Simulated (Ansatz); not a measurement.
# BrH₃O₃Zr: up Jacob's ladder to CCSD(T)

How much do the methods differ for BrH₃O₃Zr? The plan is to run it at one geometry with functionals of several rungs and with coupled cluster. The comparison is of orbital energies and run times, and the correlation energy is taken apart.

Computed with Ansatz 0.2.0, Gaussian basis. Level: functionals in def2-TZVPP, the program's frozen cores in correlated methods.

Plan: PBE-D4, r2SCAN-D4, PBE0-D4, B3LYP-D4, ωB97X-V, ωB97M-V, B2PLYP; CCSD(T)/def2-TZVPP; MP2/def2-QZVPP; extrapolation to the limit.

### Step 1. Structure used throughout

An earlier PBE0-D4 in a triple-zeta def2 set relaxation fixed the geometry. Zr takes the def2 core potential; no spin-orbit term is included.

SMILES `[OH][Zr]([OH])([OH])[Br]`, 8 atoms, charge 0, spin multiplicity 1.

Atoms are counted from 1 here; the program's logs count them from 0.

Bond lengths: O1–Zr2 1.910 Å, O1–H6 0.952 Å, Zr2–O3 1.910 Å, Zr2–O4 1.910 Å, Zr2–Br5 2.543 Å, O3–H7 0.952 Å, O4–H8 0.952 Å. Angles: Zr2–O1–H6 165.0°, O1–Zr2–O3 110.0°, O1–Zr2–O4 110.0°, O1–Zr2–Br5 109.0°, O3–Zr2–O4 110.0°, O3–Zr2–Br5 109.0°, O4–Zr2–Br5 109.0°, Zr2–O3–H7 165.0°, Zr2–O4–H8 165.0°.

As a file:

```xyz
8
charge 0, multiplicity 1
O    -0.9525    1.4374    0.6272
Zr    0.0449    0.0856   -0.2817
O     1.7368   -0.1597    0.5701
O    -0.9304   -1.5567   -0.2789
Br    0.4276    0.8162   -2.6867
H    -1.6213    1.9310    1.0922
H     2.5013   -0.0914    1.1340
H    -1.2064   -2.4624   -0.1763
```

### Step 2. PBE-D4 (GGA)

Input file in.yaml:

```yaml
crystal:
  periodic: [false, false, false]
  atoms:
    - {symbol: O, position_ang: [-0.952463, 1.437414, 0.627222]}
    - {symbol: Zr, position_ang: [0.044884, 0.085578, -0.281650]}
    - {symbol: O, position_ang: [1.736800, -0.159708, 0.570092]}
    - {symbol: O, position_ang: [-0.930419, -1.556667, -0.278922]}
    - {symbol: Br, position_ang: [0.427647, 0.816168, -2.686656]}
    - {symbol: H, position_ang: [-1.621275, 1.931002, 1.092199]}
    - {symbol: H, position_ang: [2.501274, -0.091351, 1.134047]}
    - {symbol: H, position_ang: [-1.206426, -2.462446, -0.176341]}
basis:
  gaussian: {orbitals: def2-TZVPP}
hamiltonian: {xc: pbe, dispersion: d4}
output: {forces: true, orbitals: {seedname: orbitals}}
```

On the command line:

```
$ ansatz run in.yaml --threads 4 --pin off --events-out ev --progress --plain --max-ram 10444MiB
```

What it wrote, cut to the lines that bear on the results:

```text
Functional definition: PBE
  name "PBE"
  cite "Perdew, Burke & Ernzerhof, Phys. Rev. Lett. 77, 3865 (1996) doi:10.1103/PhysRevLett.77.3865"
  parent pbe
[...]
1318 factors; their error is unknown
[...]
mean field -77510.96125538 eV, -2848.4752873187 hartree, gradient 4.8e-5 eV, S^2 0.000000; 0 other end points of the search recorded, 0 dependent functions left out
[...]
reference -77510.96133129 eV, -2848.4752901083 hartree; 37, 37 occupied and 202, 202 virtual orbitals, 1318 factors
Total energy: -77511.14863052 eV, -2848.4821732279 hartree
Atom 0 at    -0.952463     1.437414     0.627222 Å, force     0.156865     0.032458    -0.071315 eV/Å
Atom 1 at     0.044884     0.085578    -0.281650 Å, force     0.026257     0.050333    -0.165582 eV/Å
Atom 2 at     1.736800    -0.159708     0.570092 Å, force    -0.047057    -0.092086    -0.141710 eV/Å
Atom 3 at    -0.930419    -1.556667    -0.278922 Å, force    -0.064318     0.146292    -0.072030 eV/Å
Atom 4 at     0.427647     0.816168    -2.686656 Å, force     0.022662     0.043152    -0.142040 eV/Å
Atom 5 at    -1.621275     1.931002     1.092199 Å, force    -0.339748     0.230369     0.236663 eV/Å
Atom 6 at     2.501274    -0.091351     1.134047 Å, force     0.370382     0.042172     0.292576 eV/Å
Atom 7 at    -1.206426    -2.462446    -0.176341 Å, force    -0.125043    -0.452691     0.063438 eV/Å
Dipole moment:    -0.122478    -0.233677     0.769097 e Å
```

Run time: 2.7 s. Hardware: 4 threads of Intel Xeon Platinum 8488C, shared host.

HOMO -6.68 eV, LUMO -1.18 eV.

### Step 3. r2SCAN-D4 (meta-GGA)

Changes to in.yaml since step 2:

```diff
@@ -13,3 +13,3 @@
   gaussian: {orbitals: def2-TZVPP}
-hamiltonian: {xc: pbe, dispersion: d4}
+hamiltonian: {xc: r2scan, dispersion: d4}
 output: {forces: true, orbitals: {seedname: orbitals}}
```

Launched as before.

What it wrote, cut to the lines that bear on the results:

```text
Functional definition: r2SCAN
  name "r2SCAN"
  cite "Furness, Kaplan, Ning, Perdew & Sun, J. Phys. Chem. Lett. 11, 8208 (2020) doi:10.1021/acs.jpclett.0c02405"
  cite "Furness, Kaplan, Ning, Perdew & Sun, J. Phys. Chem. Lett. 11, 9248 (2020) doi:10.1021/acs.jpclett.0c03077"
  parent r2scan
[...]
1318 factors; their error is unknown
[...]
mean field -77524.95940415 eV, -2848.9897097975 hartree, gradient 1.4e-5 eV, S^2 0.000000; 0 other end points of the search recorded, 0 dependent functions left out
[...]
reference -77524.95942844 eV, -2848.9897106905 hartree; 37, 37 occupied and 202, 202 virtual orbitals, 1318 factors
Total energy: -77525.00534003 eV, -2848.9913979101 hartree
Atom 0 at    -0.952463     1.437414     0.627222 Å, force    -0.048640     0.113745     0.063217 eV/Å
Atom 1 at     0.044884     0.085578    -0.281650 Å, force     0.014318     0.027710    -0.090911 eV/Å
Atom 2 at     1.736800    -0.159708     0.570092 Å, force     0.125448    -0.039992     0.043903 eV/Å
Atom 3 at    -0.930419    -1.556667    -0.278922 Å, force    -0.092287    -0.103243    -0.009871 eV/Å
Atom 4 at     0.427647     0.816168    -2.686656 Å, force     0.013338     0.025126    -0.083064 eV/Å
Atom 5 at    -1.621275     1.931002     1.092199 Å, force    -0.040329     0.013661     0.026286 eV/Å
Atom 6 at     2.501274    -0.091351     1.134047 Å, force     0.031822     0.011145     0.037063 eV/Å
Atom 7 at    -1.206426    -2.462446    -0.176341 Å, force    -0.003669    -0.048152     0.013377 eV/Å
Dipole moment:    -0.125385    -0.239226     0.787367 e Å
```

Wall time 4.1 s (4 threads of Intel Xeon Platinum 8488C, shared host).

HOMO -7.02 eV, LUMO -0.99 eV.

### Step 4. PBE0-D4 (hybrid)

Changes to in.yaml since step 3:

```diff
@@ -13,3 +13,3 @@
   gaussian: {orbitals: def2-TZVPP}
-hamiltonian: {xc: r2scan, dispersion: d4}
-output: {forces: true, orbitals: {seedname: orbitals}}
+hamiltonian: {xc: pbe0, dispersion: d4}
+output: {orbitals: {seedname: orbitals}}
```

The command is unchanged.

What it wrote:

```text
Functional definition: PBE0
  name "PBE0"
  cite "Adamo & Barone, J. Chem. Phys. 110, 6158 (1999) doi:10.1063/1.478522"
  cite "Perdew, Burke & Ernzerhof, Phys. Rev. Lett. 77, 3865 (1996) doi:10.1103/PhysRevLett.77.3865"
  parent pbe
  parameter a = 0.25
  parameter kappa = 0.804
  parameter beta = 0.06672455060314922
  exchange = (1 - a)*pbe_x(kappa = kappa, mu = beta*pi^2/3) + a*exact_x
  correlation = pbe_c(beta = beta)
1433 factors; their error is unknown
mean field evaluation 1: about -77496.2777 eV, gradient 1.0e2 eV
mean field evaluation 2: about -77429.5878 eV, gradient 2.1e2 eV
mean field evaluation 4: about -77511.7550 eV, gradient 1.0e1 eV
mean field evaluation 8: about -77512.0365 eV, gradient 1.1e-1 eV
mean field evaluation 16: about -77512.5125 eV, gradient 4.0e-4 eV
mean field -77512.51253543 eV, -2848.5322958090 hartree, gradient 3.0e-5 eV, S^2 0.000000; 0 other end points of the search recorded, 0 dependent functions left out
reference -77512.51258874 eV, -2848.5322977681 hartree; 37, 37 occupied and 202, 202 virtual orbitals, 1433 factors
Total energy: -77512.67536147 eV, -2848.5382795558 hartree
```

Run time: 3.3 s. Hardware: 4 threads of Intel Xeon Platinum 8488C, shared host; peak memory 0.69 GiB.

HOMO -7.98 eV, LUMO -0.31 eV.

### Step 5. B3LYP-D4 (hybrid)

B3LYP here takes the VWN-RPA correlation.

Changes to in.yaml since step 4:

```diff
@@ -13,3 +13,3 @@
   gaussian: {orbitals: def2-TZVPP}
-hamiltonian: {xc: pbe0, dispersion: d4}
-output: {orbitals: {seedname: orbitals}}
+hamiltonian: {xc: {name: B3LYP}, dispersion: d4}
+output: {forces: true, orbitals: {seedname: orbitals}}
```

The command is unchanged.

What it wrote, cut to the lines that bear on the results:

```text
Functional definition: B3LYP
  name "B3LYP"
  cite "Stephens, Devlin, Chabalowski & Frisch, J. Phys. Chem. 98, 11623 (1994) doi:10.1021/j100096a001"
  cite "Becke, Phys. Rev. A 38, 3098 (1988) doi:10.1103/PhysRevA.38.3098"
  cite "Lee, Yang & Parr, Phys. Rev. B 37, 785 (1988) doi:10.1103/PhysRevB.37.785"
  cite "Vosko, Wilk & Nusair, Can. J. Phys. 58, 1200 (1980) doi:10.1139/p80-159"
[...]
1389 factors; their error is unknown
[...]
mean field -77528.87345328 eV, -2849.1335484502 hartree, gradient 7.5e-5 eV, S^2 0.000000; 0 other end points of the search recorded, 0 dependent functions left out
[...]
reference -77528.87377099 eV, -2849.1335601258 hartree; 37, 37 occupied and 202, 202 virtual orbitals, 1389 factors
Total energy: -77529.17648912 eV, -2849.1446848117 hartree
Atom 0 at    -0.952463     1.437414     0.627222 Å, force    -0.129690     0.201979     0.119089 eV/Å
Atom 1 at     0.044884     0.085578    -0.281650 Å, force     0.010050     0.019357    -0.063673 eV/Å
Atom 2 at     1.736800    -0.159708     0.570092 Å, force     0.243098    -0.042281     0.104152 eV/Å
Atom 3 at    -0.930419    -1.556667    -0.278922 Å, force    -0.146895    -0.223587    -0.012889 eV/Å
Atom 4 at     0.427647     0.816168    -2.686656 Å, force     0.033604     0.064066    -0.210828 eV/Å
Atom 5 at    -1.621275     1.931002     1.092199 Å, force    -0.033225     0.022229     0.025349 eV/Å
Atom 6 at     2.501274    -0.091351     1.134047 Å, force     0.036055     0.003085     0.030603 eV/Å
Atom 7 at    -1.206426    -2.462446    -0.176341 Å, force    -0.012998    -0.044848     0.008198 eV/Å
Dipole moment:    -0.123391    -0.235421     0.774839 e Å
```

It took 4.7 s on 4 threads of Intel Xeon Platinum 8488C, shared host; peak memory 0.72 GiB.

HOMO -7.70 eV, LUMO -0.59 eV.

### Step 6. ωB97X-V (range-separated)

Changes to in.yaml since step 5:

```diff
@@ -13,3 +13,3 @@
   gaussian: {orbitals: def2-TZVPP}
-hamiltonian: {xc: {name: B3LYP}, dispersion: d4}
-output: {forces: true, orbitals: {seedname: orbitals}}
+hamiltonian: {xc: {name: wB97X-V}}
+output: {orbitals: {seedname: orbitals}}
```

The command is unchanged.

What it wrote, cut to the lines that bear on the results:

```text
Functional definition: wB97X-V
  name "wB97X-V"
  cite "Mardirossian & Head-Gordon, Phys. Chem. Chem. Phys. 16, 9904 (2014) doi:10.1039/C3CP54374A"
  cite "Becke, J. Chem. Phys. 107, 8554 (1997) doi:10.1063/1.475007"
  cite "Vydrov & Van Voorhis, J. Chem. Phys. 133, 244103 (2010) doi:10.1063/1.3521275"
[...]
      + integral(e_c_pw_opposite_spin*poly(b97_u_opposite, cos0, cos1)) + vv10(b, c)
1386 factors; their error is unknown
283 factors; integrals over basis functions are off by at most 4.0e-5 eV
[...]
mean field -77518.17425347 eV, -2848.7403601092 hartree, gradient 2.8e-5 eV, S^2 0.000000; 0 other end points of the search recorded, 0 dependent functions left out
reference -77518.17425014 eV, -2848.7403599871 hartree; 37, 37 occupied and 202, 202 virtual orbitals, 1386 factors
Total energy: -77518.17425014 eV, -2848.7403599871 hartree
```

It took 8.5 s on 4 threads of Intel Xeon Platinum 8488C, shared host; peak memory 0.86 GiB.

HOMO -10.31 eV, LUMO 1.13 eV.

### Step 7. ωB97M-V (range-separated)

Changes to in.yaml since step 6:

```diff
@@ -13,3 +13,3 @@
   gaussian: {orbitals: def2-TZVPP}
-hamiltonian: {xc: {name: wB97X-V}}
-output: {orbitals: {seedname: orbitals}}
+hamiltonian: {xc: {name: wB97M-V}}
+output: {forces: true, orbitals: {seedname: orbitals}}
```

The command is unchanged.

What it wrote, cut to the lines that bear on the results:

```text
Functional definition: wB97M-V
  name "wB97M-V"
  cite "Mardirossian & Head-Gordon, J. Chem. Phys. 144, 214110 (2016) doi:10.1063/1.4952647"
  cite "Becke, J. Chem. Phys. 107, 8554 (1997) doi:10.1063/1.475007"
  cite "Vydrov & Van Voorhis, J. Chem. Phys. 133, 244103 (2010) doi:10.1063/1.3521275"
  # Of w^i u^j: cxij and so on, Table III.
[...]
  gx(w, u) = 1 - cx + cx01*u + cx10*w
  gss(w, u) = css00 + css04*u^4 + css10*w + css20*w^2 + css43*w^4*u^3
  gos(w, u) = cos00 + cos10*w + (cos20 + cos21*u)*w^2 + (cos60 + cos61*u)*w^6
[...]
      + integral(e_c_pw_mod_opposite_spin*gos(b97_w_opposite, b97_u_opposite)) + vv10(b, c)
1368 factors; their error is unknown
283 factors; integrals over basis functions are off by at most 4.0e-5 eV
[...]
mean field -77519.62575638 eV, -2848.7937018576 hartree, gradient 7.7e-5 eV, S^2 0.000000; 0 other end points of the search recorded, 0 dependent functions left out
[...]
reference -77519.62584171 eV, -2848.7937049933 hartree; 37, 37 occupied and 202, 202 virtual orbitals, 1368 factors
Total energy: -77519.62584171 eV, -2848.7937049933 hartree
Atom 0 at    -0.952463     1.437414     0.627222 Å, force    -0.084402     0.085775     0.072887 eV/Å
Atom 1 at     0.044884     0.085578    -0.281650 Å, force     0.003893     0.007308    -0.024714 eV/Å
Atom 2 at     1.736800    -0.159708     0.570092 Å, force     0.117585    -0.007733     0.076452 eV/Å
Atom 3 at    -0.930419    -1.556667    -0.278922 Å, force    -0.059001    -0.126904     0.012250 eV/Å
Atom 4 at     0.427647     0.816168    -2.686656 Å, force     0.013886     0.026371    -0.086795 eV/Å
Atom 5 at    -1.621275     1.931002     1.092199 Å, force     0.028785    -0.016133    -0.018987 eV/Å
Atom 6 at     2.501274    -0.091351     1.134047 Å, force    -0.028312    -0.005388    -0.024782 eV/Å
Atom 7 at    -1.206426    -2.462446    -0.176341 Å, force     0.007566     0.036705    -0.006311 eV/Å
Dipole moment:    -0.127002    -0.242330     0.797554 e Å
```

Wall time 11 s (4 threads of Intel Xeon Platinum 8488C, shared host); peak memory 0.95 GiB.

HOMO -10.18 eV, LUMO 0.56 eV.

### Step 8. B2PLYP (double hybrid)

Changes to in.yaml since step 7:

```diff
@@ -13,3 +13,2 @@
   gaussian: {orbitals: def2-TZVPP}
-hamiltonian: {xc: {name: wB97M-V}}
-output: {forces: true, orbitals: {seedname: orbitals}}
+hamiltonian: {xc: {name: B2PLYP}}
```

Launched as before.

What it wrote, cut to the lines that bear on the results:

```text
Functional definition: B2PLYP
  name "B2PLYP"
  cite "Grimme, J. Chem. Phys. 124, 034108 (2006) doi:10.1063/1.2148954"
  cite "Becke, Phys. Rev. A 38, 3098 (1988) doi:10.1103/PhysRevA.38.3098"
  cite "Lee, Yang & Parr, Phys. Rev. B 37, 785 (1988) doi:10.1103/PhysRevB.37.785"
[...]
1554 factors; integrals over basis functions are off by at most 1.1e-3 eV
[...]
mean field -77499.13519288 eV, -2848.0406875378 hartree, gradient 1.3e-6 eV, S^2 0.000000; 0 other end points of the search recorded, 0 dependent functions left out
12 core orbitals not correlated: weight in the atoms' cores, before any rotation towards them, 1.000 or more for the frozen orbitals, at most 0.000 for the correlated occupied ones
reference -77499.13538581 eV, -2848.0406946279 hartree; 25, 25 occupied and 202, 202 virtual orbitals, 1554 factors
second order -44.31895873 eV of doubles, -0.00000000 eV of singles
Total energy: -77511.10150467 eV, -2848.4804413850 hartree
```

It took 6 s on 4 threads of Intel Xeon Platinum 8488C, shared host; peak memory 0.67 GiB.

### Step 9. Orbital energies across the functionals

Dipoles come from the runs that computed forces. Levels are read from the orbital files that the runs wrote:

| functional | HOMO (eV) | LUMO (eV) | gap (eV) | dipole (D) | time |
| --- | --- | --- | --- | --- | --- |
| PBE-D4 | -6.68 | -1.18 | 5.49 | 3.91 | 2.7 s |
| r2SCAN-D4 | -7.02 | -0.99 | 6.04 | 4.00 | 4.1 s |
| PBE0-D4 | -7.98 | -0.31 | 7.67 |  | 3.3 s |
| B3LYP-D4 | -7.70 | -0.59 | 7.11 | 3.93 | 4.7 s |
| ωB97X-V | -10.31 | 1.13 | 11.44 |  | 8.5 s |
| ωB97M-V | -10.18 | 0.56 | 10.74 | 4.05 | 11 s |

### Step 10. CCSD(T) in def2-TZVPP

Changes to in.yaml since step 8:

```diff
@@ -13,2 +13,2 @@
   gaussian: {orbitals: def2-TZVPP}
-hamiltonian: {xc: {name: B2PLYP}}
+correlation: {method: ccsd_t}
```

Launched as before.

What it wrote, cut to the lines that bear on the results:

```text
Functional definition: HF
  name "HF"
  cite "Fock, Z. Phys. 61, 126 (1930) doi:10.1007/BF01340294"
  parent pbe
[...]
1554 factors; integrals over basis functions are off by at most 1.1e-3 eV
[...]
mean field -77435.16251409 eV, -2845.6897349544 hartree, gradient 2.7e-6 eV, S^2 0.000000; 0 other end points of the search recorded, 0 dependent functions left out
12 core orbitals not correlated: weight in the atoms' cores, before any rotation towards them, 1.000 or more for the frozen orbitals, at most 0.000 for the correlated occupied ones
reference -77435.16251409 eV, -2845.6897349544 hartree; 25, 25 occupied and 202, 202 virtual orbitals, 1554 factors
second order -36.71236599 eV of doubles, -0.00000000 eV of singles
cycle   1  -35.65388136 eV  change     1.1e0 eV  update   1.6e-1
[...]
cycle  10  -36.70039452 eV  change   -2.3e-5 eV  update   1.4e-5
perturbative correction -1.45643027 eV, -0.0535228250 hartree
Total energy: -77473.31933887 eV, -2847.0919724014 hartree
```

Run time: 4.3 min. Hardware: 4 threads of Intel Xeon Platinum 8488C, shared host; peak memory 5.6 GiB.

### Step 11. MP2 in def2-QZVPP

Changes to in.yaml since step 10:

```diff
@@ -12,3 +12,3 @@
 basis:
-  gaussian: {orbitals: def2-TZVPP}
-correlation: {method: ccsd_t}
+  gaussian: {orbitals: "def2-QZVPP.json"}
+correlation: {method: mp2}
```

The command is unchanged.

What it wrote:

```text
Functional definition: HF
  name "HF"
  cite "Fock, Z. Phys. 61, 126 (1930) doi:10.1007/BF01340294"
  parent pbe
  exchange = exact_x
  correlation = 0
2729 factors; integrals over basis functions are off by at most 8.0e-4 eV
mean field evaluation 1: about -77428.5497 eV, gradient 7.1e1 eV
mean field evaluation 2: about -77428.6609 eV, gradient 7.1e1 eV
mean field evaluation 4: about -77436.8634 eV, gradient 3.3e0 eV
mean field evaluation 8: about -77436.9159 eV, gradient 2.5e-1 eV
mean field -77436.91610722 eV, -2845.7541783134 hartree, gradient 3.0e-6 eV, S^2 0.000000; 0 other end points of the search recorded, 0 dependent functions left out
12 core orbitals not correlated: weight in the atoms' cores, before any rotation towards them, 1.000 or more for the frozen orbitals, at most 0.000 for the correlated occupied ones
reference -77436.91610722 eV, -2845.7541783134 hartree; 25, 25 occupied and 394, 394 virtual orbitals, 2729 factors
second order -48.40046952 eV of doubles, -0.00000000 eV of singles
Total energy: -77485.31657673 eV, -2847.5328627611 hartree
```

It took 18 s on 4 threads of Intel Xeon Platinum 8488C, shared host; peak memory 2.2 GiB.

The pieces so far (eV):

| basis | HF | MP2 correlation | CCSD correlation | (T) | total |
| --- | --- | --- | --- | --- | --- |
| def2-TZVPP | -77435.1625 | -36.7124 | -36.7004 | -1.4564 | -77473.3193 |
| def2-QZVPP | -77436.9161 | -48.4005 |  |  | -77485.3166 (MP2) |

The report of the def2-TZVPP run gives T1 = 0.0149.

### Step 12. Extrapolating to the complete basis

This step is arithmetic on the last runs, with X = 3 and 4: exp(−7.88√X) for Hartree-Fock, X^−2.97 for correlation; only MP2 was run in the larger set, so CCSD(T) minus MP2 is added from the smaller one.

| level | energy at the limit (eV) |
| --- | --- |
| HF | -77437.1576 |
| MP2 | -77494.2160 |
| CCSD | -77494.2040 |
| CCSD(T) | -77495.6604 |

This is no true limit for total energies: MP2 correlation changes by a factor of 1.32 from triple to quadruple zeta (about 1.07 in light molecules), because outer-core shells are correlated in sets not made for them. Much of that cancels between molecule and atoms or ions.

### Step 13. Results

```
                               quantity                                 value
 CCSD(T) correlation energy, def2-TZVPP                            -38.157 eV
              gap, smallest and largest  5.49 eV (PBE-D4), 11.44 eV (ωB97X-V)
                          T1 diagnostic                                0.0149
triples share of the correlation energy                                 3.8 %
```

What this shows: In def2-TZVPP MP2 gives 96 % of the CCSD(T) correlation energy. The gap grows from 5.5 to 11.4 eV across the functionals, mostly with the share of exact exchange. Correlated methods include outer-core shells of Br, Zr, which these sets cover unevenly.
